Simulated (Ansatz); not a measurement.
# BCl3H2Se: up Jacob's ladder to CCSD(T)

One table from this session's results is given with a row withheld; the runs are named, their logs left out.

Computed with Ansatz 0.2.0, Gaussian basis. Level: functionals in def2-TZVPP, the program's frozen cores in correlated methods.

Plan: LDA (SPW92), PBE-D4, revPBE-D4, BLYP-D4, r2SCAN-D4, B97M-V, PBE0-D4, B3LYP-D4, r2SCANh-D4, r2SCAN0-D4, HSE06-D4, BHLYP-D4, CAM-B3LYP-D4, LC-ωPBE, ωB97X-V, ωB97M-V, B2PLYP, PBE-QIDH; CCSD(T)/def2-SVP; CCSD(T)/def2-TZVPP; MP2/def2-QZVPP; extrapolation to the limit; RPA on PBE.

### The geometry

An earlier PBE0-D4 in a triple-zeta def2 set relaxation fixed the geometry.

SMILES `Cl[B-](Cl)(Cl)[SeH2+]`, 7 atoms, charge 0, spin multiplicity 1.

Atoms are counted from 1 here; the program's logs count them from 0.

Bond lengths: Cl1–B2 1.798 Å, B2–Cl3 1.794 Å, B2–Cl4 1.798 Å, B2–Se5 2.306 Å, Se5–H6 1.470 Å, Se5–H7 1.470 Å. Angles: Cl1–B2–Cl3 115.6°, Cl1–B2–Cl4 115.8°, Cl1–B2–Se5 100.7°, Cl3–B2–Cl4 115.6°, Cl3–B2–Se5 105.2°, Cl4–B2–Se5 100.7°, B2–Se5–H6 97.3°, B2–Se5–H7 97.2°, H6–Se5–H7 91.7°.

The first run:

in.yaml reads:

```yaml
crystal:
  periodic: [false, false, false]
  atoms:
    - {symbol: Cl, position_ang: [0.937343, -1.193881, 1.699329]}
    - {symbol: B, position_ang: [0.100451, -0.916652, 0.132040]}
    - {symbol: Cl, position_ang: [1.149163, -0.957028, -1.323477]}
    - {symbol: Cl, position_ang: [-1.506803, -1.703025, -0.047475]}
    - {symbol: Se, position_ang: [-0.527341, 1.290370, 0.366111]}
    - {symbol: H, position_ang: [0.802824, 1.884291, 0.165604]}
    - {symbol: H, position_ang: [-0.894337, 1.528025, -1.037831]}
basis:
  gaussian: {orbitals: def2-TZVPP}
hamiltonian: {xc: lda}
output: {orbitals: {seedname: orbitals}}
```

Steps of the session up to this table: LDA; PBE-D4 (GGA); revPBE-D4 (GGA); BLYP-D4 (GGA); r2SCAN-D4 (meta-GGA); B97M-V (meta-GGA); PBE0-D4 (hybrid); B3LYP-D4 (hybrid); r2SCANh-D4 (hybrid); r2SCAN0-D4 (hybrid); HSE06-D4 (hybrid); BHLYP-D4 (hybrid); CAM-B3LYP-D4 (range-separated); LC-ωPBE-D4 (range-separated; the results give it without D4); ωB97X-V (range-separated); ωB97M-V (range-separated); B2PLYP (double hybrid); PBE-QIDH (double hybrid).

One table of the session follows, with a row left open; its other results are not shown here.

It belongs to the step «Frontier levels by functional». 

```
  functional  HOMO (eV)  gap (eV)
 LDA (SPW92)      -7.07      4.99
      PBE-D4      -6.93      5.01
   revPBE-D4      -6.87      5.01
     BLYP-D4      -6.76      4.91
   r2SCAN-D4      -7.29      5.58
      B97M-V      -7.39      5.64
     PBE0-D4      -8.27      7.26
    B3LYP-D4      -8.04      6.76
  r2SCANh-D4      -7.80      6.43
  r2SCAN0-D4      -8.48      7.61
    HSE06-D4          ?         ?
    BHLYP-D4      -9.34      9.27
CAM-B3LYP-D4      -9.55      9.61
     LC-ωPBE     -10.86     12.10
     ωB97X-V     -10.53     11.65
     ωB97M-V     -10.36     11.32
```

Estimate the missing values for HSE06-D4.

**Answer.** HOMO (eV): -7.88; gap (eV): 6.49. In the column «HOMO (eV)» it lies between B3LYP-D4 (-8.04) and r2SCANh-D4 (-7.80).
